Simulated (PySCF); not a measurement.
# Nd(NO2)3: how settings move a single point

Aim: repeat the single point on relaxed Nd(NO2)3 with altered settings, some of them bad on purpose. The species was built from a template and needn't be a known compound.

Program: PySCF 2.14.0. Level of theory: r2SCAN, Nd lcecp-1-SVP with ECP49, O def2-SVP, N def2-SVP; scalar-relativistic core potentials, no spin–orbit coupling. These are calculated values, not measurements.

5 further runs of the same task are left out: 2 for a known fault of the program, 3 that didn't finish.

## (1) The starting structure

10 atoms, charge 0, spin multiplicity 1.

Bond lengths: Nd1–O2 2.411 Å, Nd1–O3 2.411 Å, Nd1–N4 2.874 Å, Nd1–O5 2.411 Å, Nd1–O6 2.411 Å, Nd1–N7 2.874 Å, Nd1–O8 2.411 Å, Nd1–O9 2.411 Å, Nd1–N10 2.874 Å, O2–N4 1.265 Å, O3–N4 1.265 Å, O5–N7 1.265 Å, O6–N7 1.265 Å, O8–N10 1.265 Å, O9–N10 1.265 Å. Angles: O2–Nd1–O3 51.7°, O2–Nd1–N4 25.8°, O2–Nd1–O5 102.4°, O2–Nd1–O6 126.5°, O2–Nd1–N7 116.7°, O2–Nd1–O8 102.4°, O2–Nd1–O9 126.5°, O2–Nd1–N10 116.7°, O3–Nd1–N4 25.8°, O3–Nd1–O5 126.5°, O3–Nd1–O6 102.4°, O3–Nd1–N7 116.7°, O3–Nd1–O8 126.5°, O3–Nd1–O9 102.4°, O3–Nd1–N10 116.7°, N4–Nd1–O5 116.7°, N4–Nd1–O6 116.7°, N4–Nd1–N7 120.0° and more.

Geometry (Å):

```xyz
10

Nd    0.0000    0.0000    0.0000
O     2.1698    0.0000    1.0511
O     2.1698    0.0000   -1.0511
N     2.8737    0.0000    0.0000
O    -1.0849    1.8791    1.0511
O    -1.0849    1.8791   -1.0511
N    -1.4368    2.4887    0.0000
O    -1.0849   -1.8791    1.0511
O    -1.0849   -1.8791   -1.0511
N    -1.4368   -2.4886    0.0000
```

Formal oxidation states: Nd +3. Each metal's 3 4f electrons lie in its core potential, so multiplicities, spins and levels count the valence alone. An earlier session relaxed this geometry at r2SCAN, Nd lcecp-1-SVP with ECP49, O def2-SVP, N def2-SVP (singlet, point group D3h).

The sound run used a (50, 194) grid (finer on f atoms), a threshold of 1e-8 and at most 55 cycles, and ended at -648.734823 Eh.

## (2) Try 1

run.py (the lines that set the calculation)

```python
mol = gto.M(atom='''
Nd     0.00000     0.00000     0.00000
O      2.16984     0.00000     1.05110
O      2.16984     0.00000    -1.05110
N      2.87365     0.00000     0.00000
O     -1.08492     1.87914     1.05110
O     -1.08492     1.87914    -1.05110
N     -1.43682     2.48866     0.00000
O     -1.08493    -1.87914     1.05110
O     -1.08493    -1.87914    -1.05110
N     -1.43683    -2.48865     0.00000''',
    basis={'Nd': 'lcecp-1-SVP', 'O': 'def2-SVP', 'N': 'def2-SVP'},
    ecp={'Nd': 'lcecp-1-SVP'},
    charge=0, spin=0)
mf = dft.RKS(mol, xc='R2SCAN')
mf.grids.atom_grid = (50, 194)  # f atoms: unpruned, at least (60, 302)
mf = mf.density_fit()  # fitting sets: Nd AutoAux, O def2-universal-JKFIT, N def2-universal-JKFIT
mf.conv_tol = 1e-05; mf.max_cycle = 55
mf.kernel(dm0)  # dm0: free metal ions and neutral atoms
```

Launch:

```console
$ OMP_NUM_THREADS=4 python run.py
```

Output:

```text
init E= -655.067780235746
  HOMO = -0.227995596190165  LUMO = -0.0987665367254504  gap/eV = 3.51650
cycle= 1 E= -648.186689435201  delta_E= 6.88  |g|= 1.65  |ddm|=  4.1
  HOMO = -0.22914604156423  LUMO = -0.192608001309466  gap/eV = 0.99425
cycle= 2 E= -645.972361179423  delta_E= 2.21  |g|= 3.79  |ddm|= 3.43
  HOMO = -0.277031614744284  LUMO = -0.162216300329005  gap/eV = 3.12428
cycle= 3 E= -648.732490833179  delta_E= -2.76  |g|= 0.117  |ddm|= 2.44
  HOMO = -0.266718351031533  LUMO = -0.151324300570406  gap/eV = 3.14003
cycle= 4 E= -648.734169467701  delta_E= -0.00168  |g|= 0.0595  |ddm|= 0.135
  HOMO = -0.2711085579398  LUMO = -0.155717152780007  gap/eV = 3.13996
cycle= 5 E= -648.734711427952  delta_E= -0.000542  |g|= 0.0201  |ddm|= 0.062
  HOMO = -0.270012461472805  LUMO = -0.154907598157072  gap/eV = 3.13216
cycle= 6 E= -648.734820841998  delta_E= -0.000109  |g|= 0.00301  |ddm|= 0.0303
  HOMO = -0.269857311115573  LUMO = -0.154703026915546  gap/eV = 3.13351
cycle= 7 E= -648.734823229184  delta_E= -2.39e-06  |g|= 0.0005  |ddm|= 0.00503
  HOMO = -0.269886318553718  LUMO = -0.154727232859836  gap/eV = 3.13364
Extra cycle  E= -648.73482308397  delta_E= 1.45e-07  |g|= 0.000989  |ddm|= 0.00119
converged SCF energy = -648.73482308397
```

It took 20 s on 4 threads of AMD EPYC, shared host.

Changed: the SCF threshold (1e-05). It converges in 7 cycles, at the sound run's energy within 0.001 eV, with a largest force component of 0.01 eV/Å. The result survives the change.

## (3) Try 2

Edit run.py (the lines that set the calculation) of step 2 so:

```diff
@@ -15,5 +15,5 @@
 mf = dft.RKS(mol, xc='R2SCAN')
-mf.grids.atom_grid = (50, 194)  # f atoms: unpruned, at least (60, 302)
+mf.grids.atom_grid = (30, 86)  # f atoms: unpruned
 mf = mf.density_fit()  # fitting sets: Nd AutoAux, O def2-universal-JKFIT, N def2-universal-JKFIT
-mf.conv_tol = 1e-05; mf.max_cycle = 55
+mf.conv_tol = 1e-08; mf.max_cycle = 55
 mf.kernel(dm0)  # dm0: free metal ions and neutral atoms
```

Launch:

```console
$ OMP_NUM_THREADS=4 python run.py
```

Output:

```text
init E= -655.064424187274
  HOMO = -0.22777374700186  LUMO = -0.0988324003926124  gap/eV = 3.50867
cycle= 1 E= -648.183348224758  delta_E= 6.88  |g|= 1.65  |ddm|=  4.1
  HOMO = -0.22978330630372  LUMO = -0.192577737091142  gap/eV = 1.01242
cycle= 2 E= -645.961863132835  delta_E= 2.22  |g|= 3.79  |ddm|= 3.44
  HOMO = -0.276615725387298  LUMO = -0.162204339299224  gap/eV = 3.11329
cycle= 3 E= -648.729681776807  delta_E= -2.77  |g|= 0.115  |ddm|= 2.44
  HOMO = -0.266633931470972  LUMO = -0.151361144808882  gap/eV = 3.13673
cycle= 4 E= -648.731326534863  delta_E= -0.00164  |g|= 0.0583  |ddm|= 0.133
  HOMO = -0.270859685361505  LUMO = -0.155726875848014  gap/eV = 3.13292
cycle= 5 E= -648.731848043494  delta_E= -0.000522  |g|= 0.0194  |ddm|= 0.0594
  HOMO = -0.269807179752249  LUMO = -0.154895916358974  gap/eV = 3.12689
cycle= 6 E= -648.731949081746  delta_E= -0.000101  |g|= 0.00299  |ddm|= 0.0291
  HOMO = -0.269650144985587  LUMO = -0.154709039971204  gap/eV = 3.12771
cycle= 7 E= -648.731951382375  delta_E= -2.3e-06  |g|= 0.000669  |ddm|= 0.00494
  HOMO = -0.269677693459566  LUMO = -0.154716173725046  gap/eV = 3.12826
cycle= 8 E= -648.731951399265  delta_E= -1.69e-08  |g|= 0.000612  |ddm|= 0.000755
  HOMO = -0.269678899320034  LUMO = -0.154728208692743  gap/eV = 3.12797
cycle= 9 E= -648.731951471071  delta_E= -7.18e-08  |g|= 2.21e-05  |ddm|= 0.000394
  HOMO = -0.269678587498103  LUMO = -0.154727843840787  gap/eV = 3.12797
cycle= 10 E= -648.731951471163  delta_E= -9.23e-11  |g|= 1.62e-06  |ddm|= 1.47e-05
  HOMO = -0.269678438584502  LUMO = -0.154727877030505  gap/eV = 3.12796
Extra cycle  E= -648.731951471161  delta_E= 1.59e-12  |g|= 2.27e-06  |ddm|= 4.29e-06
converged SCF energy = -648.731951471161
```

Run time: 14 s. Hardware: 4 threads of AMD EPYC, shared host.

Changed: the integration grid, to (30, 86). It converges in 10 cycles, +0.078 eV from the sound run, with a largest force component of 0.50 eV/Å. The setting is unsound, so these numbers aren't the compound's.

## (4) Try 3

Edit run.py (the lines that set the calculation) of step 3 so:

```diff
@@ -15,5 +15,5 @@
 mf = dft.RKS(mol, xc='R2SCAN')
-mf.grids.atom_grid = (30, 86)  # f atoms: unpruned
+mf.grids.atom_grid = (50, 194)  # f atoms: unpruned, at least (60, 302)
 mf = mf.density_fit()  # fitting sets: Nd AutoAux, O def2-universal-JKFIT, N def2-universal-JKFIT
-mf.conv_tol = 1e-08; mf.max_cycle = 55
-mf.kernel(dm0)  # dm0: free metal ions and neutral atoms
+mf.conv_tol = 1e-08; mf.max_cycle = 64
+mf.kernel(dm0)  # dm0: core Hamiltonian
```

Launch:

```console
$ OMP_NUM_THREADS=4 python run.py
```

Output:

```text
init E= -602.454142034333
  HOMO = 0.485254590554208  LUMO = 0.530273652566615  gap/eV = 1.22503
cycle= 1 E= -589.959043565518  delta_E= 12.5  |g|=   10  |ddm|= 41.9
cycle= 2 E= -593.660666337066  delta_E= -3.7  |g|= 10.2  |ddm|= 41.6
  HOMO = -0.637880586480133  LUMO = -0.608207848348151  gap/eV = 0.80744
cycle= 3 E= -641.827808653717  delta_E= -48.2  |g|= 4.24  |ddm|= 13.2
  HOMO = -0.28185821624381  LUMO = -0.277161270742722  gap/eV = 0.12781
cycle= 4 E= -622.909781991253  delta_E= 18.9  |g|= 7.54  |ddm|= 10.5
  HOMO = -0.26670952767895  LUMO = -0.250325214676843  gap/eV = 0.44584
cycle= 5 E= -645.241438215219  delta_E= -22.3  |g|= 3.28  |ddm|= 8.64
  HOMO = -0.162355651695474  LUMO = -0.14196008030321  gap/eV = 0.55499
cycle= 6 E= -642.583521750867  delta_E= 2.66  |g|= 3.36  |ddm|= 5.06
  HOMO = -0.28032886239923  LUMO = -0.219780057790679  gap/eV = 1.64762
cycle= 7 E= -648.513088652544  delta_E= -5.93  |g|= 0.916  |ddm|= 3.85
  HOMO = -0.250227994761872  LUMO = -0.207402339038507  gap/eV = 1.16535
cycle= 8 E= -648.611602675827  delta_E= -0.0985  |g|= 0.748  |ddm|= 1.11
  HOMO = -0.268071970106682  LUMO = -0.192442754924604  gap/eV = 2.05798
cycle= 9 E= -648.692135380875  delta_E= -0.0805  |g|= 0.429  |ddm|= 0.584
  HOMO = -0.239899067405144  LUMO = -0.172680778842217  gap/eV = 1.82910
cycle= 10 E= -648.717862396044  delta_E= -0.0257  |g|= 0.243  |ddm|= 0.292
  HOMO = -0.248145060523761  LUMO = -0.167261803290684  gap/eV = 2.20095
cycle= 11 E= -648.729541410096  delta_E= -0.0117  |g|= 0.127  |ddm|= 0.287
  HOMO = -0.259771570025674  LUMO = -0.160270621911442  gap/eV = 2.70756
cycle= 12 E= -648.733615139397  delta_E= -0.00407  |g|= 0.0611  |ddm|= 0.121
  HOMO = -0.269842904960415  LUMO = -0.154895679441836  gap/eV = 3.12787
cycle= 13 E= -648.734808952022  delta_E= -0.00119  |g|= 0.0076  |ddm|= 0.0926
  HOMO = -0.269850077470096  LUMO = -0.155018224445671  gap/eV = 3.12473
cycle= 14 E= -648.734820250787  delta_E= -1.13e-05  |g|= 0.00343  |ddm|= 0.0128
  HOMO = -0.269864125163367  LUMO = -0.154781066316436  gap/eV = 3.13157
cycle= 15 E= -648.734823197687  delta_E= -2.95e-06  |g|= 0.000547  |ddm|= 0.00442
  HOMO = -0.269888088621227  LUMO = -0.154732978828234  gap/eV = 3.13353
cycle= 16 E= -648.734823276589  delta_E= -7.89e-08  |g|= 0.000141  |ddm|= 0.000758
  HOMO = -0.269885453789367  LUMO = -0.154730034177795  gap/eV = 3.13354
cycle= 17 E= -648.734823278919  delta_E= -2.33e-09  |g|= 0.000108  |ddm|= 0.000176
  HOMO = -0.269884955147709  LUMO = -0.154729716922529  gap/eV = 3.13353
cycle= 18 E= -648.734823281152  delta_E= -2.23e-09  |g|= 9.68e-06  |ddm|= 7.58e-05
  HOMO = -0.269885014812047  LUMO = -0.154729883690821  gap/eV = 3.13353
Extra cycle  E= -648.734823281118  delta_E= 3.39e-11  |g|= 1.68e-05  |ddm|= 2.57e-05
converged SCF energy = -648.734823281118
```

Run time: 33 s. Hardware: 4 threads of AMD EPYC, shared host.

Changed: the starting guess (bare core Hamiltonian); the cycle limit is 64. It converges in 18 cycles, at the sound run's energy within 0.001 eV, with a largest force component of 0.01 eV/Å. The result survives the change.

## (5) Try 4

Edit run.py (the lines that set the calculation) of step 4 so:

```diff
@@ -17,3 +17,3 @@
 mf = mf.density_fit()  # fitting sets: Nd AutoAux, O def2-universal-JKFIT, N def2-universal-JKFIT
-mf.conv_tol = 1e-08; mf.max_cycle = 64
-mf.kernel(dm0)  # dm0: core Hamiltonian
+mf.conv_tol = 1e-08; mf.max_cycle = 55
+mf.kernel(dm0)  # dm0: smeared density
```

Launch:

```console
$ OMP_NUM_THREADS=4 python run.py
```

Output:

```text
init E= -648.617784315578
  HOMO = -0.272450288835871  LUMO = -0.153824948727916  gap/eV = 3.22796
cycle= 1 E= -648.733202489971  delta_E= -0.115  |g|= 0.0912  |ddm|= 0.538
  HOMO = -0.268830923588017  LUMO = -0.156233094554405  gap/eV = 3.06394
cycle= 2 E= -648.728353106836  delta_E= 0.00485  |g|= 0.183  |ddm|= 0.223
  HOMO = -0.269500625786893  LUMO = -0.15480510175592  gap/eV = 3.12102
cycle= 3 E= -648.734710104537  delta_E= -0.00636  |g|= 0.0224  |ddm|= 0.142
  HOMO = -0.27020425376792  LUMO = -0.155093650784964  gap/eV = 3.13232
cycle= 4 E= -648.73480273717  delta_E= -9.26e-05  |g|= 0.00856  |ddm|= 0.0308
  HOMO = -0.26979899485792  LUMO = -0.154642635270018  gap/eV = 3.13356
cycle= 5 E= -648.734823140371  delta_E= -2.04e-05  |g|= 0.000856  |ddm|= 0.0112
  HOMO = -0.269896955769087  LUMO = -0.154741671405931  gap/eV = 3.13353
cycle= 6 E= -648.734823278224  delta_E= -1.38e-07  |g|= 0.000106  |ddm|= 0.000914
  HOMO = -0.269884869271059  LUMO = -0.154729843102058  gap/eV = 3.13353
cycle= 7 E= -648.734823280805  delta_E= -2.58e-09  |g|= 4.29e-05  |ddm|= 0.0002
  HOMO = -0.269884194422  LUMO = -0.154728602476687  gap/eV = 3.13354
Extra cycle  E= -648.734823279199  delta_E= 1.61e-09  |g|= 0.000101  |ddm|= 9.57e-05
converged SCF energy = -648.734823279199
```

Wall time 19 s (4 threads of AMD EPYC, shared host).

Changed: the starting guess (smeared density). It converges in 7 cycles, at the sound run's energy within 0.001 eV, with a largest force component of 0.01 eV/Å. The result survives the change.

## (6) Try 5

Edit run.py (the lines that set the calculation) of step 5 so:

```diff
@@ -13,7 +13,7 @@
     ecp={'Nd': 'lcecp-1-SVP'},
-    charge=0, spin=0)
-mf = dft.RKS(mol, xc='R2SCAN')
+    charge=0, spin=8)
+mf = dft.UKS(mol, xc='R2SCAN')
 mf.grids.atom_grid = (50, 194)  # f atoms: unpruned, at least (60, 302)
 mf = mf.density_fit()  # fitting sets: Nd AutoAux, O def2-universal-JKFIT, N def2-universal-JKFIT
-mf.conv_tol = 1e-08; mf.max_cycle = 55
-mf.kernel(dm0)  # dm0: smeared density
+mf.conv_tol = 1e-08; mf.max_cycle = 65
+mf.kernel(dm0)  # dm0: free metal ions and neutral atoms
```

Launch:

```console
$ OMP_NUM_THREADS=4 python run.py
```

Output:

```text
init E= -655.273880276446
cycle= 1 E= -647.823345099626  delta_E= 7.45  |g|= 1.07  |ddm|= 3.13
cycle= 2 E= -645.936116256678  delta_E= 1.89  |g|= 2.39  |ddm|= 2.98
cycle= 3 E= -648.240840359339  delta_E= -2.3  |g|= 0.336  |ddm|= 2.36
cycle= 4 E= -648.075412768767  delta_E= 0.165  |g|= 0.605  |ddm|= 1.15
cycle= 5 E= -648.287245198322  delta_E= -0.212  |g|= 0.176  |ddm|= 1.02
cycle= 6 E= -648.278149452461  delta_E= 0.0091  |g|= 0.192  |ddm|= 0.603
cycle= 7 E= -648.297421032521  delta_E= -0.0193  |g|= 0.108  |ddm|= 0.505
cycle= 8 E= -648.289403571554  delta_E= 0.00802  |g|= 0.151  |ddm|= 0.364
cycle= 9 E= -648.306077851919  delta_E= -0.0167  |g|= 0.0173  |ddm|= 0.297
cycle= 10 E= -648.306233922041  delta_E= -0.000156  |g|= 0.0101  |ddm|= 0.0475
cycle= 11 E= -648.306283419596  delta_E= -4.95e-05  |g|= 0.00626  |ddm|= 0.0099
cycle= 12 E= -648.306305645144  delta_E= -2.22e-05  |g|= 0.00295  |ddm|= 0.00751
cycle= 13 E= -648.306311264471  delta_E= -5.62e-06  |g|= 0.0011  |ddm|= 0.00431
cycle= 14 E= -648.30631212757  delta_E= -8.63e-07  |g|= 0.000305  |ddm|= 0.0017
cycle= 15 E= -648.306312184946  delta_E= -5.74e-08  |g|= 0.000104  |ddm|= 0.00039
cycle= 16 E= -648.306312192417  delta_E= -7.47e-09  |g|= 2.47e-05  |ddm|= 0.000204
Extra cycle  E= -648.306312129749  delta_E= 6.27e-08  |g|= 0.000294  |ddm|= 0.000569
converged SCF energy = -648.306312129749  <S^2> = 20.025906  2S+1 = 9.0057552
```

Run time: 48 s. Hardware: 4 threads of AMD EPYC, shared host.

Changed: the spin (8 unpaired electrons); the cycle limit is 65. It converges in 16 cycles, +11.660 eV from the sound run, with a largest force component of 2.43 eV/Å. The setting is unsound, so these numbers aren't the compound's.

## (7) Results

| run | changed | ending | energy change (eV) | cycles | time | usable |
| --- | --- | --- | --- | --- | --- | --- |
| 1 | the SCF threshold | converged | 0.000 | 7 | 20 s | yes |
| 2 | the integration grid | converged | +0.078 | 10 | 14 s | no |
| 3 | the starting guess | converged | 0.000 | 18 | 33 s | yes |
| 4 | the starting guess | converged | 0.000 | 7 | 19 s | yes |
| 5 | the spin | converged | +11.660 | 16 | 48 s | no |

3 of 5 altered runs give a usable result. 2 ended normally with numbers unfit to quote.
